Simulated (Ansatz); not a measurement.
# FH8NOSn: the cost of one run

Method: RKS BHLYP-D4/def2-SVP, in Ansatz 0.2.0.

### Step 1. The starting structure

Bond lengths: Sn1–N2 2.451 Å, Sn1–H3 1.694 Å, Sn1–H4 1.746 Å, Sn1–H5 1.675 Å, Sn1–O7 2.398 Å, N2–H10 1.010 Å, N2–H11 1.010 Å, O7–H12 0.954 Å. Angles: Sn1–N2–H10 110.9°, Sn1–N2–H11 111.8°, H10–N2–H11 107.9°, N2–Sn1–H3 114.5°, N2–Sn1–H4 89.0°, N2–Sn1–H5 109.9°, N2–Sn1–O7 76.8°, H3–Sn1–H4 104.1°, H3–Sn1–H5 125.4°, H3–Sn1–O7 83.3°, H4–Sn1–H5 106.8°, H4–Sn1–O7 165.7°, H5–Sn1–O7 77.4°, Sn1–O7–H12 122.1°.

As a file:

```xyz
12

Sn   -1.0806    0.9672    0.4274
N     0.1410   -1.1136    0.8602
H    -2.2690    0.8481   -0.7744
H    -1.9582    0.7277    1.9182
H    -0.0696    2.2807    0.6660
H     1.3891    0.0348   -1.1801
O     0.4215    0.8142   -1.4358
H     1.2384   -1.1098    0.0997
F     2.0631   -0.8638   -0.7442
H     0.4012   -1.1825    1.8333
H    -0.4092   -1.9276    0.6271
H     0.1323    0.5246   -2.2973
```

### Step 2. A restrained relaxation towards end A

Springs on the bonds that form and break draw the guess towards this end; the thresholds are loose.

File input.yaml:

```yaml
crystal:
  periodic: [false, false, false]
  atoms:
    - { symbol: Sn, position_ang: [-1.0806, 0.9672, 0.4274] }
    - { symbol: "N", position_ang: [0.141, -1.1136, 0.8602] }
    - { symbol: H, position_ang: [-2.269, 0.8481, -0.7744] }
    - { symbol: H, position_ang: [-1.9582, 0.7277, 1.9182] }
    - { symbol: H, position_ang: [-0.0696, 2.2807, 0.666] }
    - { symbol: H, position_ang: [1.3891, 0.0348, -1.1801] }
    - { symbol: O, position_ang: [0.4215, 0.8142, -1.4358] }
    - { symbol: H, position_ang: [1.2384, -1.1098, 0.0997] }
    - { symbol: F, position_ang: [2.0631, -0.8638, -0.7442] }
    - { symbol: H, position_ang: [0.4012, -1.1825, 1.8333] }
    - { symbol: H, position_ang: [-0.4092, -1.9276, 0.6271] }
    - { symbol: H, position_ang: [0.1323, 0.5246, -2.2973] }
basis:
  gaussian: { orbitals: def2-SVP }
hamiltonian:
  xc: { name: BHLYP }
  dispersion: d4
relax:
  f_tol: 0.15
  max_steps: 25
  restrain:
    - { distance: [0, 6], at: 3.35, k: 30.0 }
    - { distance: [5, 8], at: 2.18, k: 30.0 }
    - { distance: [7, 1], at: 2.32, k: 30.0 }
    - { distance: [0, 1], at: 2.1, k: 30.0 }
    - { distance: [5, 6], at: 0.97, k: 30.0 }
    - { distance: [7, 8], at: 0.88, k: 30.0 }
```

The run is started by

```sh
$ ansatz run input.yaml --threads 2 --pin off --max-ram 3072MiB --backend cpu --events-out ev --progress --plain --runs-dir out
```

What time and memory should one allow on 2 threads of Intel Xeon Platinum 8259CL at 2.50GHz (Skylake/Cascade Lake), shared host?

About 44 s, with a peak of 0.27 GiB.
